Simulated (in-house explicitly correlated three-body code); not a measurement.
# Two electrons around a charge of +3.36: exact states and exact Kohn–Sham parts

System: two electrons around a charge of +3.36. A variational three-body run gives its energies and expectation values, then the exact Kohn–Sham parts of the ground state and the errors of common functionals.

Program: in-house explicitly correlated three-body code version 1. Level of theory: two electrons, non-relativistic, variational in exponentially correlated functions. These are calculated values, not measurements, unless marked.

## (1) The system

| Property | Result |
| --- | --- |
| charge of the centre | +3.36 |
| mass of the centre | infinite |
| interactions | Coulomb |
| basis | 260 functions exp(−a r1 − b r2 − g r12) a state, exponent ranges optimised |
| units | hartree and bohr; relativity and QED are left out |

## (2) The variational calculation

Settings:

```ini
Z = 3.36
interaction_strength = 1.0
functions = 260
states_tried = 13
```

Started as:

```sh
$ python run_hyl.py task.json out
```

The program writes no log. Results of the run, from its result record (rounded, main fields):

```text
status: converged
states [hartree, bohr]:
  - {"name": "1 1S", "E": -9.344789358935, "change": 2.5e-09, "T": 9.3447893375, "inv_r": 3.047845932, "inv_r12": 1.791945965, "r": 0.503410342, "r2": 0.343806021, "r12": 0.755301082, "r12_2": 0.711624886, "cos": -0.03907585, "p1p2": 0.3362153, "d1": 9.865814, "d12": 0.81273}
  - {"name": "2 3S", "E": -6.473791536657, "change": 3.2e-11, "T": 6.4737915366, "inv_r": 2.005696794, "inv_r12": 0.5306993821, "r": 1.30340427, "r2": 2.85156825, "r12": 2.22770422, "r12_2": 5.72927033, "cos": -0.01164157, "p1p2": 0.021339218, "d1": 6.447861, "d12": 0.0}
  - {"name": "2 1S", "E": -6.388775934955, "change": 4.8e-09, "T": 6.3887758922, "inv_r": 1.98452558, "inv_r12": 0.5584600734, "r": 1.41790477, "r2": 3.45893267, "r12": 2.44028214, "r12_2": 6.9529102, "cos": -0.01412613, "p1p2": 0.026129369, "d1": 6.385054, "d12": 0.10488}
  - {"name": "2 3P", "E": -6.376563395656, "change": 1.4e-09, "T": 6.3765633926, "inv_r": 1.986057458, "inv_r12": 0.5931793271, "r": 1.21924181, "r2": 2.52750185, "r12": 2.07780175, "r12_2": 5.14931518, "cos": -0.05796236, "p1p2": -0.43130524, "d1": 5.950927, "d12": 0.0}
  - {"name": "2 1P", "E": -6.331775709626, "change": 4.1e-10, "T": 6.3317757057, "inv_r": 1.971282079, "inv_r12": 0.5834641588, "r": 1.30052109, "r2": 2.9135089, "r12": 2.19789894, "r12_2": 5.81133981, "cos": 0.01532323, "p1p2": 0.36574937, "d1": 6.051472, "d12": 0.017793}
  - {"name": "3 3S", "E": -5.990215762945, "change": 5.4e-10, "T": 5.9902159454, "inv_r": 1.819660225, "inv_r12": 0.2476850066, "r": 2.79307979, "r2": 15.1298049, "r12": 5.16703154, "r12_2": 30.2743101, "cos": -0.003529386, "p1p2": 0.0059379258, "d1": 6.149008, "d12": 0.0}
  - {"name": "3 1S", "E": -5.967835301576, "change": 4.5e-09, "T": 5.9678352683, "inv_r": 1.813999078, "inv_r12": 0.2544032333, "r": 2.96481412, "r2": 17.2093016, "r12": 5.50640881, "r12_2": 34.4353145, "cos": -0.004430395, "p1p2": 0.0077072322, "d1": 6.136453, "d12": 0.03072}
  - {"name": "3 3P", "E": -5.964713315405, "change": 4.4e-09, "T": 5.9647133449, "inv_r": 1.81427824, "inv_r12": 0.262523111, "r": 2.77734417, "r2": 15.1842916, "r12": 5.14009536, "r12_2": 30.3979077, "cos": -0.01529329, "p1p2": -0.10899379, "d1": 6.014531, "d12": 0.0}
  - {"name": "3 1P", "E": -5.95150613496, "change": 4.1e-09, "T": 5.951506158, "inv_r": 1.810113854, "inv_r12": 0.2609528052, "r": 2.89647735, "r2": 16.5944488, "r12": 5.3675456, "r12_2": 33.192923, "cos": 0.004204556, "p1p2": 0.10528222, "d1": 6.040465, "d12": 0.0060103}
  - {"name": "4 3S", "E": -5.833519945059, "change": 2.8e-08, "T": 5.8335159602, "inv_r": 1.757278983, "inv_r12": 0.1418788577, "r": 4.9183333, "r2": 49.7258571, "r12": 9.40496217, "r12_2": 99.4606497, "cos": -0.001475874, "p1p2": 0.0024212959, "d1": 6.082602, "d12": 0.0}
  - {"name": "4 1S", "E": -5.824516661396, "change": 2.6e-08, "T": 5.8245203789, "inv_r": 1.754979316, "inv_r12": 0.1444239616, "r": 5.14875732, "r2": 54.7280525, "r12": 9.86419942, "r12_2": 109.46577, "cos": -0.001890198, "p1p2": 0.0032299645, "d1": 6.078144, "d12": 0.012821}
  - {"name": "4 3P", "E": -5.823252367445, "change": 1.6e-08, "T": 5.8232531724, "inv_r": 1.755068715, "inv_r12": 0.1475562222, "r": 4.97050897, "r2": 51.2845855, "r12": 9.51110521, "r12_2": 102.583574, "cos": -0.006175541, "p1p2": -0.043321159, "d1": 6.02807, "d12": 0.0}
  - {"name": "4 1P", "E": -5.817717041219, "change": 4.9e-09, "T": 5.8177170704, "inv_r": 1.753347292, "inv_r12": 0.1470596891, "r": 5.12887173, "r2": 54.7217108, "r12": 9.82351543, "r12_2": 109.448052, "cos": 0.00171571, "p1p2": 0.043861582, "d1": 6.038393, "d12": 0.0026418}
threshold [hartree]: -5.6448
transitions:
  - ["1 1S", "2 1P", 3.0130136, 0.2474849]
  - ["1 1S", "3 1P", 3.3932832, 0.05209746]
  - ["1 1S", "4 1P", 3.5270723, 0.01964412]
  - ["2 1S", "2 1P", 0.057000225, 4.840609]
  - ["2 1S", "3 1P", 0.4372698, 0.95482]
  - ["2 1S", "4 1P", 0.57105889, 0.2021561]
  - ["3 1S", "2 1P", -0.36394041, 0.3577566]
  - ["3 1S", "3 1P", 0.016329167, 28.95533]
  - ["3 1S", "4 1P", 0.15011826, 2.900031]
  - ["4 1S", "2 1P", -0.50725905, 0.05175762]
  - ["4 1S", "3 1P", -0.12698947, 2.235358]
  - ["4 1S", "4 1P", 0.0067996202, 96.29859]
  - ["2 3S", "2 3P", 0.097228141, 4.097793]
  - ["2 3S", "3 3P", 0.50907822, 0.6340621]
  - ["2 3S", "4 3P", 0.65053917, 0.1469616]
  - ["3 3S", "2 3P", -0.38634763, 0.4031574]
  - ["3 3S", "3 3P", 0.025502448, 26.04181]
  - ["3 3S", "4 3P", 0.1669634, 1.974928]
  - ["4 3S", "2 3P", -0.54304345, 0.05413397]
  - ["4 3S", "3 3P", -0.13119337, 2.609575]
  - ["4 3S", "4 3P", 0.010267578, 88.81836]
polarisability [au]: {"1 1S": {"alpha": 0.1143827, "c6": 0.0360535, "f_sum": 1.999999}, "2 1S": {"alpha": 58.79719, "c6": 157.928, "f_sum": 2.002862}, "2 3S": {"alpha": 29.45384, "c6": 68.058, "f_sum": 2.000072}}
kohn_sham [hartree]: {"Ts": 9.30425683, "hartree": 3.75263086, "Ex": -1.87631543, "Tc": 0.0405325066, "Uc": -0.0843694665, "Ec": -0.0438369599, "norm": 1.99999992}
hartree_fock [hartree]: [-9.3009643775, -3.71205446]
```

«change» is the move of the energy from 170 to 260 functions; states that moved too far are left out. d1 and d12 are the expectation values of δ(r1) and δ(r12).

Run time: 15 s. Hardware: 1 thread of AMD EPYC 9R45 (Zen 5), shared host.

## (3) The bound states

Binding counts from the one-electron threshold at -5.644800 hartree:

| state | binding (eV) | excitation (eV) | quantum defect | ⟨r⟩ | ⟨r12⟩ (bohr) | ⟨cos θ12⟩ |
| --- | --- | --- | --- | --- | --- | --- |
| 1 ¹S | 100.682 | 0 | 0.132 | 0.5034 | 0.7553 | -0.0391 |
| 2 ³S | 22.5580 | 78.1238 | 0.167 | 1.303 | 2.228 | -0.0116 |
| 2 ¹S | 20.2446 | 80.4372 | 0.065 | 1.418 | 2.440 | -0.0141 |
| 2 ³P | 19.9123 | 80.7695 | 0.049 | 1.219 | 2.078 | -0.0580 |
| 2 ¹P | 18.6936 | 81.9883 | -0.013 | 1.301 | 2.198 | 0.0153 |
| 3 ³S | 9.39924 | 91.2826 | 0.161 | 2.793 | 5.167 | -0.0035 |
| 3 ¹S | 8.79024 | 91.8916 | 0.064 | 2.965 | 5.506 | -0.0044 |
| 3 ³P | 8.70528 | 91.9766 | 0.050 | 2.777 | 5.140 | -0.0153 |
| 3 ¹P | 8.34590 | 92.3359 | -0.013 | 2.896 | 5.368 | 0.0042 |
| 4 ³S | 5.13533 | 95.5465 | 0.159 | 4.918 | 9.405 | -0.0015 |
| 4 ¹S | 4.89034 | 95.7915 | 0.064 | 5.149 | 9.864 | -0.0019 |
| 4 ³P | 4.85594 | 95.8259 | 0.050 | 4.971 | 9.511 | -0.0062 |
| 4 ¹P | 4.70531 | 95.9765 | -0.013 | 5.129 | 9.824 | 0.0017 |

## (4) Electric-dipole lines

Oscillator strengths from the S state (negative where P lies lower) and rates of the upper state's decay:

| S | P | E(P) − E(S) (eV) | f | rate (1/s) |
| --- | --- | --- | --- | --- |
| 1 ¹S | 2 ¹P | 81.988 | 0.4971 | 4.833e+10 |
| 1 ¹S | 3 ¹P | 92.336 | 0.1179 | 1.453e+10 |
| 1 ¹S | 4 ¹P | 95.977 | 0.04619 | 6.154e+09 |
| 2 ¹S | 2 ¹P | 1.5511 | 0.1839 | 6.401e+06 |
| 2 ¹S | 3 ¹P | 11.899 | 0.2783 | 5.700e+08 |
| 2 ¹S | 4 ¹P | 15.539 | 0.07696 | 2.688e+08 |
| 3 ¹S | 2 ¹P | -9.9033 | -0.08680 | 3.694e+08 |
| 3 ¹S | 3 ¹P | 0.44434 | 0.3152 | 9.002e+05 |
| 3 ¹S | 4 ¹P | 4.0849 | 0.2902 | 7.005e+07 |
| 4 ¹S | 2 ¹P | -13.803 | -0.01750 | 1.447e+08 |
| 4 ¹S | 3 ¹P | -3.4556 | -0.1892 | 9.806e+07 |
| 4 ¹S | 4 ¹P | 0.18503 | 0.4365 | 2.162e+05 |
| 2 ³S | 2 ³P | 2.6457 | 0.2656 | 2.689e+07 |
| 2 ³S | 3 ³P | 13.853 | 0.2152 | 5.973e+08 |
| 2 ³S | 4 ³P | 17.702 | 0.06374 | 2.889e+08 |
| 3 ³S | 2 ³P | -10.513 | -0.1038 | 4.980e+08 |
| 3 ³S | 3 ³P | 0.69396 | 0.4428 | 3.084e+06 |
| 3 ³S | 4 ³P | 4.5433 | 0.2198 | 6.563e+07 |
| 4 ³S | 2 ³P | -14.777 | -0.01960 | 1.857e+08 |
| 4 ³S | 3 ³P | -3.5700 | -0.2282 | 1.262e+08 |
| 4 ³S | 4 ³P | 0.27940 | 0.6080 | 6.864e+05 |

## (5) Kohn–Sham potentials from the exact density

With two electrons in one orbital the density fixes the Kohn–Sham potential directly; exchange is minus half the Hartree term. On a radial grid:

| r (bohr) | 4πr²n | v_x | v_c | pair density 4πr12²h | Coulomb hole |
| --- | --- | --- | --- | --- | --- |
| 0.063 | 0.6463 | -2.981 | -0.041 | 0.04186 | -0.0127 |
| 0.0853 | 1.023 | -2.934 | -0.033 | 0.07655 | -0.0215 |
| 0.115 | 1.529 | -2.859 | -0.022 | 0.1373 | -0.0344 |
| 0.156 | 2.155 | -2.740 | -0.008 | 0.2440 | -0.0521 |
| 0.212 | 2.777 | -2.565 | 0.007 | 0.4179 | -0.0709 |
| 0.287 | 3.166 | -2.327 | 0.020 | 0.6649 | -0.0801 |
| 0.388 | 3.091 | -2.029 | 0.024 | 0.9489 | -0.0645 |
| 0.525 | 2.464 | -1.688 | 0.021 | 1.150 | -0.0184 |
| 0.711 | 1.499 | -1.340 | 0.012 | 1.092 | 0.0318 |
| 0.963 | 0.6362 | -1.024 | 0.005 | 0.7287 | 0.0426 |
| 1.3 | 0.1694 | -0.7672 | 0.002 | 0.2999 | 0.0182 |

The last two columns are read against r12, and the hole is the exact less the Kohn–Sham pair density.

## (6) Functionals against the exact answer

Errors in millihartree. The functional-driven error is that on the exact density; the rest comes from the functional's own density. Hybrids were run self-consistently alone, so they have no split; a dash in a self-consistent column means that the top level came out unbound:

| functional | exchange | correlation | functional-driven | density-driven | total, self-consistent | top level + binding (eV) |
| --- | --- | --- | --- | --- | --- | --- |
| LDA VWN5 | +263.0 | -97.7 | +165.3 | -2.1 | +163.2 | +18.58 |
| LDA PW92 | +263.0 | -97.0 | +166.0 | -2.2 | +163.9 | +18.59 |
| PBE | +30.4 | -1.5 | +28.9 | -1.2 | +27.8 | +17.54 |
| PBEsol | +112.1 | -13.6 | +98.5 | -1.2 | +97.3 | +18.22 |
| BLYP | +8.1 | -4.4 | +3.7 | -1.5 | +2.2 | +17.19 |
| RPBE | -1.5 | -1.5 | -3.0 | -1.3 | -4.2 | +17.37 |
| PW91 | +24.7 | -7.9 | +16.8 | -1.2 | +15.6 | +17.33 |
| BP86 | +8.1 | -2.5 | +5.6 | -0.7 | +4.9 | +17.37 |
| OLYP | +5.3 | -4.4 | +0.9 | -1.5 | -0.5 | +17.28 |
| AM05 | +202.6 | -78.9 | +123.7 | -1.4 | +122.3 | +18.52 |
| TPSS | -4.1 | -2.4 | -6.5 | -0.3 | -6.8 | +16.30 |
| revTPSS | -3.6 | -5.0 | -8.6 | -0.2 | -8.8 | +16.00 |
| SCAN | -4.5 | +3.0 | -1.5 | -0.3 | -1.8 | +15.76 |
| r2SCAN | -4.5 | +3.0 | -1.5 | -0.3 | -1.8 | +15.76 |
| M06-L | -21.3 | -2.8 | -24.1 | -2.3 | -26.4 | +15.58 |
| PBE0 | – | – | – | – | +20.8 | +12.89 |
| B3LYP (VWN-RPA) | – | – | – | – | -3.7 | +13.40 |
| HSE06 | – | – | – | – | +18.5 | +13.29 |
| ωB97X | – | – | – | – | -11.9 | +10.79 |
| r2SCAN0 | – | – | – | – | -0.5 | +11.60 |

## (7) Results

| quantity | value |
| --- | --- |
| ground-state energy | -9.34478936 hartree |
| binding of the second electron | 100.68 eV |
| ⟨r12⟩, ⟨cos θ12⟩ | 0.7553 bohr, -0.0391 |
| resonance line 1 ¹S–2 ¹P | 81.988 eV, f = 0.4971 |
| polarisability of the ground state | 0.11438 bohr³ |
| Ts, Ex, Ec (Kohn–Sham) | 9.30426, -1.87632, -0.04384 hartree |
| exact less Hartree–Fock | -0.04382 hartree |

In words: The second electron is bound by 100.7 eV, and the mean cosine of -0.039 shows the electrons leaning only slightly to opposite sides. The virial ratio −T/E is 1.0000000, where an exact Coulomb state gives 1. Exchange puts 2 ³S 2.31 eV under 2 ¹S. On the exact density OLYP errs least (+0.9 millihartree) and LDA PW92 most (+166.0). Self-consistent top levels of the semilocal functionals lie +15.6 to +18.6 eV from minus the binding energy, the exact Kohn–Sham level.
